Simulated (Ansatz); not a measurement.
**GeH₆O₄Si: how energies converge with the basis set**

How large a basis does GeH₆O₄Si need? Two functionals are run in growing sets.

Computed with Ansatz 0.2.0, Gaussian basis. Level: one geometry, several basis sets.

Plan: PBE0-D4/def2-SVP; ωB97M-V/def2-SVP; PBE0-D4/def2-QZVPP; ωB97M-V/def2-QZVPP; the functionals' def2-TZVPP values are taken from earlier runs.

### 1 The relaxed structure

The geometry comes from an earlier relaxation with PBE0-D4 in a triple-zeta def2 set; it is a stationary point, not always the lowest conformer.

12 atoms, charge 0, spin multiplicity 1.

Atoms are counted from 1 here; the program's logs count them from 0.

Bond lengths: O1–Si2 1.632 Å, O1–H7 0.958 Å, Si2–O3 1.634 Å, Si2–O4 1.635 Å, Si2–O5 1.617 Å, O3–H8 0.958 Å, O4–H9 0.958 Å, O5–Ge6 1.783 Å, Ge6–H10 1.534 Å, Ge6–H11 1.535 Å, Ge6–H12 1.535 Å. Angles: Si2–O1–H7 116.3°, O1–Si2–O3 106.7°, O1–Si2–O4 106.0°, O1–Si2–O5 115.2°, O3–Si2–O4 114.8°, O3–Si2–O5 105.8°, O4–Si2–O5 108.6°, Si2–O3–H8 116.9°, Si2–O4–H9 116.5°, Si2–O5–Ge6 131.2°, O5–Ge6–H10 104.9°, O5–Ge6–H11 109.1°, O5–Ge6–H12 108.1°, H10–Ge6–H11 111.5°, H10–Ge6–H12 111.4°, H11–Ge6–H12 111.6°.

As a file:

```xyz
12
GeH6O4Si
O    -1.8937   -0.8645   -0.5300
Si   -0.7535   -0.2914    0.4873
O     0.2569   -1.5346    0.8097
O    -1.5598    0.2908    1.7846
O     0.1755    0.8869   -0.1150
Ge    1.6656    0.8251   -1.0926
H    -2.7224   -0.3843   -0.5534
H    -0.1432   -2.3938    0.9482
H    -1.0907    0.9215    2.3320
H     1.7642    2.2080   -1.7495
H     1.5318   -0.2882   -2.1413
H     2.8464    0.5696   -0.1460
```

### 2 PBE0-D4 in def2-SVP

Contents of in.yaml:

```yaml
crystal:
  periodic: [false, false, false]
  atoms:
    - {symbol: O, position_ang: [-1.893729, -0.864539, -0.529983]}
    - {symbol: Si, position_ang: [-0.753543, -0.291443, 0.487332]}
    - {symbol: O, position_ang: [0.256915, -1.534632, 0.809678]}
    - {symbol: O, position_ang: [-1.559812, 0.290767, 1.784606]}
    - {symbol: O, position_ang: [0.175497, 0.886920, -0.114978]}
    - {symbol: Ge, position_ang: [1.665590, 0.825099, -1.092634]}
    - {symbol: H, position_ang: [-2.722362, -0.384317, -0.553445]}
    - {symbol: H, position_ang: [-0.143213, -2.393848, 0.948242]}
    - {symbol: H, position_ang: [-1.090674, 0.921490, 2.331974]}
    - {symbol: H, position_ang: [1.764173, 2.208012, -1.749522]}
    - {symbol: H, position_ang: [1.531759, -0.288239, -2.141295]}
    - {symbol: H, position_ang: [2.846399, 0.569630, -0.145974]}
basis:
  gaussian: {orbitals: def2-SVP}
hamiltonian: {xc: pbe0, dispersion: d4}
output: {orbitals: {seedname: orbitals}}
```

Started as:

```sh
> ansatz run in.yaml --threads 4 --pin off --events-out ev --progress --plain --max-ram 11315MiB
```

The runs that follow: ωB97M-V in def2-SVP; PBE0-D4 in def2-QZVPP; ωB97M-V in def2-QZVPP.

Before running them: what should the planned runs give, taken together? Wanted: PBE0-D4: double and triple zeta above quadruple; ωB97M-V: double and triple zeta above quadruple.

As calculated:

| quantity | value |
| --- | --- |
| PBE0-D4: double and triple zeta above quadruple | 22.89, 2.02 eV |
| ωB97M-V: double and triple zeta above quadruple | 23.00, 1.94 eV |

What this shows: PBE0-D4 gains 20.87 eV from double to triple zeta, then 2.02 eV more. Total energies overstate the basis error of differences, where much of it tends to cancel. The LUMO of ωB97M-V is positive and keeps falling with the basis (2.29 to 1.16 eV): an unbound level that the basis holds in place.
